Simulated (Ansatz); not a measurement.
# In2Sb: the cost of one run

Method: DFT PBEsol, scalar-relativistic, plane waves, PAW, in Ansatz 0.2.0.

1 further run of the same task is left out (set aside as unsound or not needed).

### 1 Starting point

The structure is hexagonal, space group P6_3/mmc (No. 194). The conventional cell has a = 5.333 Å, b = 5.333 Å, c = 6.393 Å, α = 90.00°, β = 90.00°, γ = 120.00°. Around In (site symmetry -6m2) lie 5 Sb at 3.08 to 3.20 Å and 6 In at 3.47 Å. In (site symmetry -3m) has 8 In at 3.20 to 3.47 Å and 6 Sb at 3.47 Å in its first shell of neighbours. Sb (site symmetry -6m2) has 11 In at 3.08 to 3.47 Å in its first shell of neighbours.

Coordinates:

```cif
data_structure
_symmetry_space_group_name_H-M 'P6_3/mmc'
_symmetry_Int_Tables_number 194
_cell_length_a 5.3333
_cell_length_b 5.3333
_cell_length_c 6.3928
_cell_angle_alpha 90.000
_cell_angle_beta 90.000
_cell_angle_gamma 120.000
_cell_volume 157.48
loop_
_atom_site_label
_atom_site_type_symbol
_atom_site_symmetry_multiplicity
_atom_site_Wyckoff_symbol
_atom_site_fract_x
_atom_site_fract_y
_atom_site_fract_z
_atom_site_occupancy
In1 In 2 d 0.66667 0.33333 0.25000 1
In2 In 2 a 0.00000 0.00000 0.50000 1
Sb1 Sb 2 c 0.66667 0.33333 0.75000 1
```

It goes back to an entry of the Materials Project, which need not be the stable form.

This cell was relaxed beforehand with the same method: volume 26.25 Å³/atom, gap on the mesh none (metal).

### 2 Zero of the scan

File input.yaml:

```yaml
crystal:
  lattice:
    - [5.3333334887, 0.0, 0.0]
    - [-2.6666667443, 4.6188022881, 0.0]
    - [0.0, 0.0, 6.392848997]
  atoms:
    - { symbol: In, position: [0.6666666667, 0.3333333333, 0.25] }
    - { symbol: In, position: [0.3333333333, 0.6666666667, 0.75] }
    - { symbol: In, position: [0.0, 0.0, 0.5] }
    - { symbol: In, position: [0.0, 0.0, 0.0] }
    - { symbol: Sb, position: [0.6666666667, 0.3333333333, 0.75] }
    - { symbol: Sb, position: [0.3333333333, 0.6666666667, 0.25] }
basis:
  ecutwfc: 420
kpoints:
  mp_grid: { grid: [6, 6, 6] }
hamiltonian:
  xc: pbesol
scf:
  occupations: { method: gaussian, width: 0.15 }
output:
  forces: true
  stress: true
  eigenvalues: true
```

Command:

```bash
$ ansatz run input.yaml --threads 2 --pin off --max-ram 5120MiB --backend cpu --events-out ev --progress --plain --runs-dir out
```

What time and memory should one allow on 2 threads of Intel Xeon Platinum 8375C at 2.90GHz (Ice Lake), shared host?

About 6 s, with a peak of 0.57 GiB.
